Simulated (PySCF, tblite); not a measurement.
# C4H10AsOSi radical: geometry, infrared bands and EPR parameters

Aim: predict the infrared bands and EPR parameters of C4H10AsOSi radical (`[CH2][SiH2][AsH]CC(C)=O`).

The runs use tblite 0.8.0 and PySCF 2.14.0, with density-fitted response routines of our own; the level of theory stands in each step. All values are computed, except where a source is named. Atoms count from 0, in the outputs and in this text.

**1. The starting structure**

17 atoms, charge 0, multiplicity 2; geometry from: force field or distance geometry start.

Bonds of the start (Å): C0–Si1 1.88, Si1–As2 2.33, As2–C3 1.99, C3–C4 1.51, C4–C5 1.51, C4–O6 1.21, C0–H7 1.11, C0–H8 1.11, Si1–H9 1.46, Si1–H10 1.47, As2–H11 1.56, C3–H12 1.12, C3–H13 1.10, C5–H14 1.11, C5–H15 1.10, C5–H16 1.11.

**2. Optimising the geometry with GFN2-xTB**

The job: settings as JSON, then the geometry in Å.

```
{"job": {"kind": "relax", "xc": "GFN2-xTB", "basis": "xTB"}, "charge": 0, "multiplicity": 2}
C      3.189400     0.535400    -1.116100
Si     1.379000     0.220500    -0.739100
As     1.012400     0.585100     1.537500
C     -0.963600     0.608900     1.328000
C     -1.478400    -0.802800     1.185200
C     -2.143200    -1.252900    -0.093500
O     -1.361000    -1.587600     2.098700
H      3.821200    -0.139700    -0.508900
H      3.433300     1.586800    -0.862800
H      0.537400     1.119000    -1.521800
H      1.048800    -1.180100    -1.058500
H      1.096100     2.136600     1.363500
H     -1.415700     1.055100     2.256100
H     -1.238500     1.235000     0.466700
H     -3.182800    -1.561400     0.127300
H     -1.579500    -2.109600    -0.503100
H     -2.161900    -0.436100    -0.843100
```

On the command line:

```console
$ OMP_NUM_THREADS=1 python probes_run.py task.json out
```

This one command runs all jobs of the session in turn.

**Question.** This job is followed by: GFN2-xTB harmonic vibrations, gas phase; UKS B3LYP, def2-TZVP-core on As, pcH-1 on C H O Si, non-relativistic, mean-field spin-orbit, GIAO. Predict these results of the whole session: strongest single infrared mode (GFN2-xTB); zero-point energy (GFN2-xTB); g(iso) (B3LYP); ⟨S²⟩; largest a(iso) (averaged by class); potential on the surface of density 0.002 e/bohr³, 1st and 99th percentile.

As calculated:

| quantity | value |
| --- | --- |
| strongest single infrared mode (GFN2-xTB) | 1842 cm⁻¹, 720 km/mol |
| zero-point energy (GFN2-xTB) | 74.2 kcal/mol |
| g(iso) (B3LYP) | 2.00290 |
| ⟨S²⟩ | 0.754 (exact 0.75) |
| largest a(iso) (averaged by class) | 13C on C0, 80.3 MHz |
| potential on the surface of density 0.002 e/bohr³, 1st and 99th percentile | -1.72 V and 1.05 V |

**Reading.** Over 127 steps the energy fell by 0.463 eV; of the close pairs, C0–Si1 changed most, 1.876 to 1.820 Å. All 45 modes are real, so the xTB geometry is a minimum. The strongest single mode, at 1842 cm⁻¹, moves mainly H11. Unscaled tight-binding wavenumbers are off by several per cent, some by more. Its intensities can rank the bands wrongly. Most of the unpaired spin sits on C0 (1.01 e). The isotropic g lies 0.6 ppt above the free-electron value. The hyperfine terms hold no scalar relativity, which the heavier nuclei need. These values are for one conformer; the search (at its own cheap level) found 2 more, at 1.26, 1.74 kcal/mol, and measured spectra average over such forms.
